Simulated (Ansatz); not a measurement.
# AlF2H6N: the cost of one run

Method: RKS PBE/cc-pVDZ, in Ansatz 0.2.0.

### 1 Starting point

Bond lengths: Al1–N2 2.237 Å, Al1–H3 1.536 Å, Al1–H4 1.536 Å, Al1–F6 2.110 Å, N2–H9 1.014 Å, N2–H10 1.014 Å. Angles: Al1–N2–H9 115.9°, Al1–N2–H10 116.1°, H9–N2–H10 107.7°, N2–Al1–H3 112.8°, N2–Al1–H4 114.3°, N2–Al1–F6 85.4°, H3–Al1–H4 120.8°, H3–Al1–F6 108.9°, H4–Al1–F6 108.6°.

As a file:

```xyz
10

Al   -1.1834    0.8347   -0.1057
N     0.5064   -0.3290   -0.9982
H    -2.5396    0.1315   -0.2652
H    -1.0627    2.3562   -0.2746
H     0.5946   -0.4444    1.7031
F    -0.3470    0.2950    1.7551
H     1.1351   -0.8285    0.0699
F     1.4570   -1.1046    1.1999
H     1.1931    0.2117   -1.5115
H     0.2465   -1.1228   -1.5728
```

### 2 Pulling towards end A

Springs on the bonds that form and break draw the guess towards this end; the thresholds are loose.

The input, input.yaml:

```yaml
crystal:
  periodic: [false, false, false]
  atoms:
    - { symbol: Al, position_ang: [-1.1834, 0.8347, -0.1057] }
    - { symbol: "N", position_ang: [0.5064, -0.329, -0.9982] }
    - { symbol: H, position_ang: [-2.5396, 0.1315, -0.2652] }
    - { symbol: H, position_ang: [-1.0627, 2.3562, -0.2746] }
    - { symbol: H, position_ang: [0.5946, -0.4444, 1.7031] }
    - { symbol: F, position_ang: [-0.347, 0.295, 1.7551] }
    - { symbol: H, position_ang: [1.1351, -0.8285, 0.0699] }
    - { symbol: F, position_ang: [1.457, -1.1046, 1.1999] }
    - { symbol: H, position_ang: [1.1931, 0.2117, -1.5115] }
    - { symbol: H, position_ang: [0.2465, -1.1228, -1.5728] }
basis:
  gaussian: { orbitals: cc-pVDZ }
hamiltonian:
  xc: pbe
relax:
  f_tol: 0.15
  max_steps: 25
  restrain:
    - { distance: [0, 5], at: 3.08, k: 30.0 }
    - { distance: [4, 7], at: 2.18, k: 30.0 }
    - { distance: [6, 1], at: 2.32, k: 30.0 }
    - { distance: [0, 1], at: 1.92, k: 30.0 }
    - { distance: [4, 5], at: 0.88, k: 30.0 }
    - { distance: [6, 7], at: 0.88, k: 30.0 }
output:
  orbitals: {}
```

The run is started by

```bash
$ ansatz run input.yaml --threads 2 --pin off --max-ram 3072MiB --backend cpu --events-out ev --progress --plain --runs-dir out
```

What time and memory should one allow on 2 threads of Intel Xeon 6975P-C (Granite Rapids), shared host?

About 6.5 s, with a peak of 0.14 GiB.
